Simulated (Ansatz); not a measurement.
# C3H5Cl2Ga: the cost of one run

The runs use Ansatz 0.2.0, Gaussian basis; one geometry, several basis sets.

The runs, in order: PBE0-D4/def2-SVP; ωB97M-V/def2-SVP; PBE0-D4/def2-QZVPP; ωB97M-V/def2-QZVPP; the functionals' def2-TZVPP values are taken from earlier runs.

## 1. Structure used throughout

The geometry comes from an earlier relaxation with PBE0-D4 in a triple-zeta def2 set; it is a stationary point, not always the lowest conformer.

SMILES `C=C[CH2][Ga]([Cl])[Cl]`, 11 atoms, charge 0, spin multiplicity 1.

Atoms are counted from 1 here; the program's logs count them from 0.

Bond lengths: C1–C2 1.326 Å, C1–H7 1.083 Å, C1–H8 1.089 Å, C2–C3 1.495 Å, C2–H9 1.089 Å, C3–Ga4 1.959 Å, C3–H10 1.094 Å, C3–H11 1.095 Å, Ga4–Cl5 2.138 Å, Ga4–Cl6 2.139 Å. Angles: C2–C1–H7 121.5°, C2–C1–H8 122.6°, H7–C1–H8 115.8°, C1–C2–C3 126.5°, C1–C2–H9 118.1°, C3–C2–H9 115.4°, C2–C3–Ga4 112.3°, C2–C3–H10 110.6°, C2–C3–H11 110.6°, Ga4–C3–H10 107.4°, Ga4–C3–H11 109.1°, H10–C3–H11 106.7°, C3–Ga4–Cl5 122.2°, C3–Ga4–Cl6 124.1°, Cl5–Ga4–Cl6 113.7°.

## 2. PBE0-D4 in def2-SVP

in.yaml

```yaml
crystal:
  periodic: [false, false, false]
  atoms:
    - {symbol: C, position_ang: [-0.775679, -0.443522, -1.395330]}
    - {symbol: C, position_ang: [-0.220806, -1.130593, -0.406881]}
    - {symbol: C, position_ang: [0.322348, -0.572570, 0.869868]}
    - {symbol: Ga, position_ang: [0.554497, 1.371308, 0.793822]}
    - {symbol: Cl, position_ang: [2.453065, 2.278411, 0.414438]}
    - {symbol: Cl, position_ang: [-1.025809, 2.781268, 1.093714]}
    - {symbol: H, position_ang: [-1.156020, -0.934448, -2.282976]}
    - {symbol: H, position_ang: [-0.897308, 0.638275, -1.361988]}
    - {symbol: H, position_ang: [-0.152604, -2.212861, -0.509241]}
    - {symbol: H, position_ang: [1.299124, -1.010282, 1.095727]}
    - {symbol: H, position_ang: [-0.335310, -0.821987, 1.709446]}
basis:
  gaussian: {orbitals: def2-SVP}
hamiltonian: {xc: pbe0, dispersion: d4}
output: {orbitals: {seedname: orbitals}}
```

Started as:

```
$ ansatz run in.yaml --threads 2 --pin off --events-out ev --progress --plain --max-ram 32768MiB --backend cpu
```

Q: Estimate wall time and peak memory on 2 threads of AMD EPYC 7R13, shared host.

About 3 s, with a peak of 0.38 GiB.
